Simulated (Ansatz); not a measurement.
# C2H6FNSi: the cost of one run

Method: RKS PBE-D4/6-31G*, in Ansatz 0.2.0.

1 further run of the same task is left out (it didn't finish).

### 1 The system as given

Bond lengths: N1–C2 1.344 Å, C2–Si3 1.889 Å, Si3–C4 1.924 Å, C4–F5 1.401 Å, N1–H6 1.061 Å, C2–H7 1.083 Å, Si3–H8 1.428 Å, Si3–H9 1.449 Å, C4–H10 1.026 Å, C4–H11 1.100 Å. Angles (14 of 16 angles, heavy atoms first): N1–C2–Si3 120.0°, C2–Si3–C4 108.9°, Si3–C4–F5 105.1°, N1–C2–H7 122.2°, Si3–C2–H7 117.8°, C2–N1–H6 105.0°, C2–Si3–H8 109.0°, C2–Si3–H9 107.4°, C4–Si3–H8 111.5°, C4–Si3–H9 111.0°, Si3–C4–H10 111.8°, Si3–C4–H11 108.0°, F5–C4–H10 111.0°, F5–C4–H11 107.3°.

Coordinates:

```xyz
11

N     0.7519    0.9475    1.6468
C    -0.4366    1.0010    1.0218
Si   -0.7550   -0.0741   -0.4981
C     0.8440   -1.0623   -0.9097
F     0.5120   -1.8461   -2.0230
H     0.6808    1.6576    2.4317
H    -1.2396    1.6435    1.3626
H    -1.8549   -0.9444   -0.2300
H    -1.1138    0.8108   -1.5876
H     1.6334   -0.4409   -1.1196
H     1.0432   -1.7496   -0.0743
```

### 2 End point A

Contents of input.yaml:

```yaml
crystal:
  periodic: [false, false, false]
  atoms:
    - { symbol: "N", position_ang: [0.7519, 0.9475, 1.6468] }
    - { symbol: C, position_ang: [-0.4366, 1.001, 1.0218] }
    - { symbol: Si, position_ang: [-0.755, -0.0741, -0.4981] }
    - { symbol: C, position_ang: [0.844, -1.0623, -0.9097] }
    - { symbol: F, position_ang: [0.512, -1.8461, -2.023] }
    - { symbol: H, position_ang: [0.6808, 1.6576, 2.4317] }
    - { symbol: H, position_ang: [-1.2396, 1.6435, 1.3626] }
    - { symbol: H, position_ang: [-1.8549, -0.9444, -0.23] }
    - { symbol: H, position_ang: [-1.1138, 0.8108, -1.5876] }
    - { symbol: H, position_ang: [1.6334, -0.4409, -1.1196] }
    - { symbol: H, position_ang: [1.0432, -1.7496, -0.0743] }
basis:
  gaussian: { orbitals: "6-31G*" }
hamiltonian:
  xc: pbe
  dispersion: d4
relax:
  f_tol: 0.015
  max_steps: 40
```

Run with:

```bash
$ ansatz run input.yaml --threads 1 --pin off --max-ram 2048MiB --backend cpu --events-out ev --progress --plain --runs-dir out
```

What time and memory should one allow on 1 thread of Intel Xeon at 2.70GHz, shared host?

About 25 s, with a peak of 0.16 GiB.
